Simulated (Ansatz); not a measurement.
# K3Ta2H9: the cost of one run

Program: Ansatz 0.2.0. Level of theory: DFT PBE, scalar-relativistic, plane waves, PAW. These are calculated values, not measurements.

### 1 The structure to begin with

Symmetry: P4/mmm, No. 123, tetragonal system. The conventional cell has a = 3.720 Å, b = 3.720 Å, c = 14.340 Å, α = 90.00°, β = 90.00°, γ = 90.00°. K (site symmetry 4/mmm) has 12 H at 2.63 to 2.74 Å in its first shell of neighbours. Around K (site symmetry 4mm) lie 8 H at 2.68 to 2.89 Å. Around Ta (site symmetry 4mm) lie 6 H at 1.81 to 2.23 Å. H (site symmetry 2mm) has 2 Ta at 1.87 Å and 2 K at 2.74 Å in its first shell of neighbours. Around H (site symmetry mmm) lie 4 H at 2.63 Å and 4 K at 2.68 Å. Around H (site symmetry 4/mmm) lie 2 Ta at 2.23 Å and 4 K at 2.63 Å. H (site symmetry 4mm) is surrounded by 1 Ta at 1.81 Å.

Coordinates:

```
K Ta H
1.0
     3.71992    0.00000    0.00000
     0.00000    3.71992    0.00000
     0.00000    0.00000   14.34043
K Ta H
3 2 9
Direct
  0.50000 0.50000 0.00000
  0.50000 0.50000 0.36554
  0.50000 0.50000 0.63446
  0.00000 0.00000 0.84474
  0.00000 0.00000 0.15526
  0.50000 0.00000 0.85941
  0.50000 0.00000 0.14059
  0.50000 0.00000 0.50000
  0.00000 0.50000 0.85941
  0.00000 0.50000 0.14059
  0.00000 0.50000 0.50000
  0.00000 0.00000 0.00000
  0.00000 0.00000 0.28182
  0.00000 0.00000 0.71818
```

It is the end of an earlier relaxation with the same method, from a generated guess; it needn't be the stable form of this composition. At a tolerance of 0.05 Å it has space group P4/mmm (No. 123); it has 14.17 Å³/atom, an uncorrected energy of +0.32 eV/atom over the elements.

### 2 Electronic structure at the relaxed geometry

File input.yaml:

```yaml
crystal:
  lattice:
    - [3.7199188062, 0.0, 0.0]
    - [0.0, 3.7199188062, 0.0]
    - [0.0, 0.0, 14.3404284436]
  atoms:
    - { symbol: K, position: [0.5, 0.5, 0.0] }
    - { symbol: K, position: [0.5, 0.5, 0.3655416045] }
    - { symbol: K, position: [0.5, 0.5, 0.6344583955] }
    - { symbol: Ta, position: [0.0, 0.0, 0.844736276] }
    - { symbol: Ta, position: [0.0, 0.0, 0.155263724] }
    - { symbol: H, position: [0.5, 0.0, 0.8594080855] }
    - { symbol: H, position: [0.5, 0.0, 0.1405919145] }
    - { symbol: H, position: [0.5, 0.0, 0.5] }
    - { symbol: H, position: [0.0, 0.5, 0.8594080855] }
    - { symbol: H, position: [0.0, 0.5, 0.1405919145] }
    - { symbol: H, position: [0.0, 0.5, 0.5] }
    - { symbol: H, position: [0.0, 0.0, 0.0] }
    - { symbol: H, position: [0.0, 0.0, 0.2818172476] }
    - { symbol: H, position: [0.0, 0.0, 0.7181827524] }
basis:
  ecutwfc: 420
kpoints:
  mp_grid: { grid: [10, 10, 4] }
  band_path:
    path:
      - [[0.0, 0.0, 0.0], [0.0, 0.5, 0.0], [0.5, 0.5, 0.0], [0.0, 0.0, 0.0], [0.0, 0.0, 0.5], [0.0, 0.5, 0.5], [0.5, 0.5, 0.5], [0.0, 0.0, 0.5]]
      - [[0.0, 0.5, 0.0], [0.0, 0.5, 0.5]]
      - [[0.5, 0.5, 0.0], [0.5, 0.5, 0.5]]
    npoints: 10
hamiltonian:
  xc: pbe
scf:
  occupations: { method: gaussian, width: 0.1 }
  n_extra_bands: 35
output:
  forces: true
  stress: true
  eigenvalues: true
  populations: true
  dos: { projected: true, de: 0.02, nscf_kmesh: { grid: [12, 12, 5] } }
  bader: false
  write_density: true
  write_potential: true
  elf: true
  volumetric_format: npy
```

Run with:

```sh
$ ansatz run input.yaml --threads 1 --pin off --max-ram 2560MiB --backend cpu --events-out ev --progress --plain --runs-dir out
```

What time and memory should one allow on 1 thread of Intel Xeon at 2.50GHz (Skylake/Cascade Lake), shared host?

About 3.9 min, with a peak of 1 GiB.
